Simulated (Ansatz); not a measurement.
# Li: pressure against volume

An exercise on one series of results from a longer session: the logs are not shown, and one member is left open.

This is Li in the fcc structure; at room conditions it is bcc.

Program: Ansatz 0.2.0. Level of theory: DFT PBEsol, scalar-relativistic. These are calculated values, not measurements.

## The starting structure

The structure is cubic, space group Fm-3m (No. 225). The conventional cell has a = 4.404 Å, b = 4.404 Å, c = 4.404 Å, α = 90.00°, β = 90.00°, γ = 90.00°. Around Li (site symmetry m-3m) lie 12 Li at 3.11 Å.

Coordinates:

```xyz
1
Lattice="0.0000 2.2020 2.2020 2.2020 0.0000 2.2020 2.2020 2.2020 0.0000" Properties=species:S:1:pos:R:3 pbc="T T T"
Li    0.0000    0.0000    0.0000
```

The cell is a deposited one (Crystallography Open Database entry 9008473); the temperature and pressure of the measurement aren't taken into account, and nothing was relaxed.

The first run:

Contents of input.yaml:

```yaml
crystal:
  lattice:
    - [0.0, 2.1646707546, 2.1646707546]
    - [2.1646707546, 0.0, 2.1646707546]
    - [2.1646707546, 2.1646707546, 0.0]
  atoms:
    - { symbol: Li, position: [0.0, 0.0, 0.0] }
kpoints:
  mp_grid: { grid: [13, 13, 13] }
scf:
  occupations: { method: fermi_dirac, width: 0.08 }
hamiltonian:
  xc: pbesol
  pseudopotentials: { kind: all_electron, lapw: { basis_error: 0.00025 } }
output:
  forces: true
  stress: true
  eigenvalues: true
```

Command:

```console
$ ansatz run input.yaml --threads 1 --pin off --max-ram 3072MiB --backend cpu --events-out ev --progress --plain --runs-dir out
```

Steps of the session up to this table: Volume × 0.95, LAPW; Volume × 0.95, PAW; Volume × 0.95, crystal datasets; Volume × 0.975, LAPW; Volume × 0.975, PAW; Volume × 1.025, LAPW; Volume × 1.025, PAW; Volume × 1.05, LAPW; Volume × 1.05, PAW; Volume × 1.05, crystal datasets.

One of the session's tables, all rows but one given; the rest of the session is left out.

It belongs to the step «Fits». 

| method | volume (Å³/atom) | pressure (GPa) |
| --- | --- | --- |
| LAPW | 20.286 | -0.04 |
| LAPW | 20.820 | -0.38 |
| LAPW | 21.354 | -0.67 |
| LAPW | 21.888 | -0.94 |
| LAPW | 22.422 | -1.18 |
| PAW | 20.286 | -0.04 |
| PAW | 20.820 | ? |
| PAW | 21.354 | -0.67 |
| PAW | 21.888 | -0.94 |
| PAW | 22.422 | -1.18 |
| crystal datasets | 20.286 | -0.04 |
| crystal datasets | 21.354 | -0.67 |
| crystal datasets | 22.422 | -1.18 |

**Question.** Estimate the row for PAW, 20.820.

**Answer.** pressure (GPa): -0.37. In the column «pressure (GPa)» it lies between LAPW, 20.820 (-0.38) and LAPW, 20.286 (-0.04).

Caveats from the session: Warnings in the runs' records: crystal datasets made.
